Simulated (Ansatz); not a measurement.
# C2H7AlSSi: up Jacob's ladder to CCSD(T)

One table from this session's results is given with a row withheld; the runs are named, their logs left out.

The runs use Ansatz 0.2.0, Gaussian basis; functionals in def2-TZVPP, the program's frozen cores in correlated methods.

The runs, in order: PBE-D4, r2SCAN-D4, PBE0-D4, B3LYP-D4, ωB97X-V, ωB97M-V, B2PLYP; CCSD(T)/def2-TZVPP; MP2/def2-QZVPP; extrapolation to the limit.

**The geometry**

All runs share one geometry, relaxed beforehand with PBE0-D4 in a triple-zeta def2 set.

12 atoms, charge 0, spin multiplicity 1.

Atoms are counted from 1 here; the program's logs count them from 0.

Bond lengths: C1–C2 1.329 Å, C1–H6 1.086 Å, C1–H7 1.087 Å, C2–Si3 1.860 Å, C2–H8 1.090 Å, Si3–S4 2.139 Å, Si3–H9 1.486 Å, Si3–H10 1.487 Å, S4–Al5 2.182 Å, Al5–H11 1.579 Å, Al5–H12 1.580 Å. Angles: C2–C1–H6 122.1°, C2–C1–H7 121.5°, H6–C1–H7 116.4°, C1–C2–Si3 124.7°, C1–C2–H8 118.2°, Si3–C2–H8 117.1°, C2–Si3–S4 111.5°, C2–Si3–H9 110.3°, C2–Si3–H10 109.3°, S4–Si3–H9 106.7°, S4–Si3–H10 110.8°, H9–Si3–H10 108.2°, Si3–S4–Al5 98.0°, S4–Al5–H11 116.5°, S4–Al5–H12 119.3°, H11–Al5–H12 124.2°.

The first run:

File in.yaml:

```yaml
crystal:
  periodic: [false, false, false]
  atoms:
    - {symbol: C, position_ang: [-1.438997, 0.806018, 0.977263]}
    - {symbol: C, position_ang: [-0.387546, 0.160774, 1.472368]}
    - {symbol: Si, position_ang: [1.270273, 0.039012, 0.638217]}
    - {symbol: S, position_ang: [1.224371, 0.892979, -1.322002]}
    - {symbol: Al, position_ang: [0.140229, -0.712193, -2.326270]}
    - {symbol: H, position_ang: [-2.387575, 0.854119, 1.504084]}
    - {symbol: H, position_ang: [-1.388673, 1.325112, 0.023787]}
    - {symbol: H, position_ang: [-0.493604, -0.331406, 2.439310]}
    - {symbol: H, position_ang: [2.292267, 0.794293, 1.408855]}
    - {symbol: H, position_ang: [1.690831, -1.385889, 0.583781]}
    - {symbol: H, position_ang: [-0.239286, -0.467799, -3.839749]}
    - {symbol: H, position_ang: [-0.205389, -2.030318, -1.525745]}
basis:
  gaussian: {orbitals: def2-TZVPP}
hamiltonian: {xc: pbe, dispersion: d4}
output: {forces: true, orbitals: {seedname: orbitals}}
```

On the command line:

```bash
$ ansatz run in.yaml --threads 4 --pin off --events-out ev --progress --plain --max-ram 10444MiB
```

Among the steps run: PBE-D4 (GGA); r2SCAN-D4 (meta-GGA); PBE0-D4 (hybrid); B3LYP-D4 (hybrid); ωB97X-V (range-separated); ωB97M-V (range-separated); B2PLYP (double hybrid); CCSD(T) in def2-TZVPP; MP2 in def2-QZVPP.

One table of the session follows, with a row left open; its other results are not shown here.

```
            method  atomisation energy (eV)
            PBE-D4                        ?
         r2SCAN-D4                   43.013
           PBE0-D4                   42.771
          B3LYP-D4                   42.778
           ωB97X-V                   43.076
           ωB97M-V                   43.025
            B2PLYP                   42.246
     HF/def2-TZVPP                   32.289
    MP2/def2-TZVPP                   42.141
   CCSD/def2-TZVPP                   41.188
CCSD(T)/def2-TZVPP                   41.781
           MP2/CBS                   43.276
       CCSD(T)/CBS                   42.915
```

**Question.** Estimate the row for PBE-D4.

As computed: atomisation energy (eV): 43.138. In the column «atomisation energy (eV)» it lies between ωB97X-V (43.076) and MP2/CBS (43.276).
